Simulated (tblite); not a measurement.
# C2H14NPSi4: the cost of one run

Computed with tblite 0.8.0 and PySCF 2.14.0, with density-fitted response routines of our own, on a single molecule in the gas phase. Atoms are numbered from 0 throughout.

**1. The molecule as given**

22 atoms, charge 0, multiplicity 1; geometry from: force field or distance geometry start.

Bonds of the start (Å): Si0–C1 1.86, C1–N2 1.45, N2–Si3 1.80, Si3–C4 1.87, C4–Si5 1.88, Si5–Si6 2.23, Si6–P7 2.19, Si6–Si3 2.22, Si0–H8 1.47, Si0–H9 1.47, Si0–H10 1.47, C1–H11 1.13, C1–H12 1.12, N2–H13 1.03, Si3–H14 1.45, C4–H15 1.10, C4–H16 1.09, Si5–H17 1.46, Si5–H18 1.46, Si6–H19 1.46, P7–H20 1.47, P7–H21 1.48.

**2. Optimising the geometry with GFN2-xTB**

The job: settings as JSON, then the geometry in Å.

```
{"job": {"kind": "relax", "xc": "GFN2-xTB", "basis": "xTB"}, "charge": 0, "multiplicity": 1}
Si     2.977700    -1.013000    -0.226100
C      2.390600     0.221000     1.041900
N      1.063200    -0.072100     1.532900
Si    -0.034100     0.008500     0.113800
C     -0.236200     1.742400    -0.542700
Si    -1.840800     1.154600    -1.315300
Si    -2.203300     0.058100     0.594400
P     -3.298500    -1.823500     0.390000
H      1.981300    -2.062800    -0.484900
H      4.201400    -1.704300     0.209800
H      3.268800    -0.371200    -1.516400
H      3.115100     0.259700     1.902100
H      2.306300     1.227700     0.564300
H      1.000000    -1.000700     1.978300
H      0.377000    -0.866900    -0.963000
H      0.532400     2.036200    -1.277600
H     -0.427000     2.433900     0.278900
H     -2.806900     2.211800    -1.599000
H     -1.536600     0.270600    -2.436600
H     -2.589400     0.943100     1.684200
H     -3.665800    -1.948800    -1.027300
H     -4.585800    -1.685000     1.097400
```

Launch:

```bash
OMP_NUM_THREADS=1 python probes_run.py task.json out
```

The driver reads the jobs from task.json and runs them one after another.

**Question.** How long does this first job take on 1 thread of Arm Neoverse V1, shared host, and how much memory does it need?

About 2.9 s, with a peak of 0.18 GiB.
